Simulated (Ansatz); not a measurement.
# CH₅ClOSi: up Jacob's ladder to CCSD(T)

Aim: compute CH₅ClOSi with functionals from several rungs and with coupled cluster, and see how far each lands from CCSD(T) at the basis-set limit for the atomisation energy.

Computed with Ansatz 0.2.0, Gaussian basis. Level: functionals in def2-TZVPP, the program's frozen cores in correlated methods.

Levels to be run: LDA (SPW92), PBE-D4, revPBE-D4, BLYP-D4, r2SCAN-D4, B97M-V, PBE0-D4, B3LYP-D4, r2SCANh-D4, r2SCAN0-D4, HSE06-D4, BHLYP-D4, CAM-B3LYP-D4, LC-ωPBE, ωB97X-V, ωB97M-V, B2PLYP, PBE-QIDH; CCSD(T)/def2-SVP; CCSD(T)/def2-TZVPP; MP2/def2-QZVPP; extrapolation to the limit; RPA on PBE.

## 1. Structure used throughout

The geometry comes from an earlier relaxation with PBE0-D4 in a triple-zeta def2 set; it is a stationary point, not always the lowest conformer.

SMILES `C[SiH](O)Cl`, 9 atoms, charge 0, spin multiplicity 1.

Atoms are counted from 1 here; the program's logs count them from 0.

Bond lengths: C1–Si2 1.852 Å, C1–H5 1.092 Å, C1–H6 1.093 Å, C1–H7 1.093 Å, Si2–O3 1.636 Å, Si2–Cl4 2.066 Å, Si2–H8 1.477 Å, O3–H9 0.958 Å. Angles: Si2–C1–H5 110.4°, Si2–C1–H6 110.2°, Si2–C1–H7 111.1°, H5–C1–H6 108.5°, H5–C1–H7 108.0°, H6–C1–H7 108.5°, C1–Si2–O3 113.3°, C1–Si2–Cl4 107.5°, C1–Si2–H8 112.9°, O3–Si2–Cl4 109.8°, O3–Si2–H8 105.4°, Cl4–Si2–H8 107.8°, Si2–O3–H9 118.5°.

Coordinates:

```xyz
9
CH5ClOSi
C    -0.6415    0.9017   -0.4093
Si    0.0274   -0.6878    0.2661
O     1.3525   -0.4849    1.2046
Cl    0.4868   -1.9014   -1.3410
H    -1.5410    0.7164   -1.0009
H    -0.8971    1.5812    0.4078
H     0.0906    1.3942   -1.0541
H    -0.9453   -1.4081    1.1119
H     2.1561   -0.1577    0.7977
```

## 2. LDA

This LDA is Slater exchange with PW92 correlation.

Contents of in.yaml:

```yaml
crystal:
  periodic: [false, false, false]
  atoms:
    - {symbol: C, position_ang: [-0.641459, 0.901711, -0.409340]}
    - {symbol: Si, position_ang: [0.027384, -0.687839, 0.266065]}
    - {symbol: O, position_ang: [1.352546, -0.484889, 1.204595]}
    - {symbol: Cl, position_ang: [0.486826, -1.901393, -1.340958]}
    - {symbol: H, position_ang: [-1.541036, 0.716423, -1.000898]}
    - {symbol: H, position_ang: [-0.897052, 1.581224, 0.407780]}
    - {symbol: H, position_ang: [0.090576, 1.394225, -1.054070]}
    - {symbol: H, position_ang: [-0.945308, -1.408080, 1.111939]}
    - {symbol: H, position_ang: [2.156123, -0.157683, 0.797685]}
basis:
  gaussian: {orbitals: def2-TZVPP}
hamiltonian: {xc: lda}
output: {orbitals: {seedname: orbitals}}
```

After this run come: PBE-D4 (GGA); revPBE-D4 (GGA); BLYP-D4 (GGA); r2SCAN-D4 (meta-GGA); B97M-V (meta-GGA); PBE0-D4 (hybrid); B3LYP-D4 (hybrid); r2SCANh-D4 (hybrid); r2SCAN0-D4 (hybrid); HSE06-D4 (hybrid); BHLYP-D4 (hybrid); CAM-B3LYP-D4 (range-separated); LC-ωPBE-D4 (range-separated); ωB97X-V (range-separated); ωB97M-V (range-separated); B2PLYP (double hybrid); PBE-QIDH (double hybrid); CCSD(T) in def2-SVP; CCSD(T) in def2-TZVPP; MP2 in def2-QZVPP; RPA on PBE orbitals.

**Question.** What will the summary of the whole plan be? Wanted: atomisation energy, CCSD(T)/CBS; farthest beyond LDA; mean size of error, GGA; mean size of error, meta-GGA; mean size of error, hybrid; mean size of error, range-separated; mean size of error, double hybrid; gap, smallest and largest; T1 diagnostic.

**Answer**, as computed:

```
                               quantity                                                      value
        atomisation energy, CCSD(T)/CBS                                                  34.303 eV
    functionals within 0.172 eV (0.5 %)  PBE-D4, r2SCAN-D4, B97M-V, CAM-B3LYP-D4, ωB97X-V, ωB97M-V
                    farthest beyond LDA                                       BHLYP-D4 (-1.048 eV)
                mean size of error, GGA                                                   0.409 eV
           mean size of error, meta-GGA                                                   0.024 eV
             mean size of error, hybrid                                                   0.438 eV
    mean size of error, range-separated                                                   0.134 eV
      mean size of error, double hybrid                                                   0.457 eV
              gap, smallest and largest                      6.84 eV (BLYP-D4), 14.14 eV (LC-ωPBE)
                          T1 diagnostic                                                     0.0097
triples share of the correlation energy                                                      3.6 %
```

**Reading.** LDA overbinds by 4.236 eV (12 %). PBE-D4 misses by +0.110 eV. Double hybrids carry the basis error of their MP2 part in triple zeta, and no dispersion term here, so their miss is partly the set-up's. The rungs meta-GGA, range-separated miss on average by less than the doubt on the reference (0.172 eV), so they tie. The reference freezes the cores and leaves out relativity and excitations past (T), so misses under about 0.172 eV can't be ranked. Hartree-Fock recovers 74 % of the binding; the rest is correlation. CCSD(T) in def2-SVP is off by -2.480 eV, which most functionals beat. The gap grows from 6.8 to 14.1 eV across the functionals, mostly with the share of exact exchange.
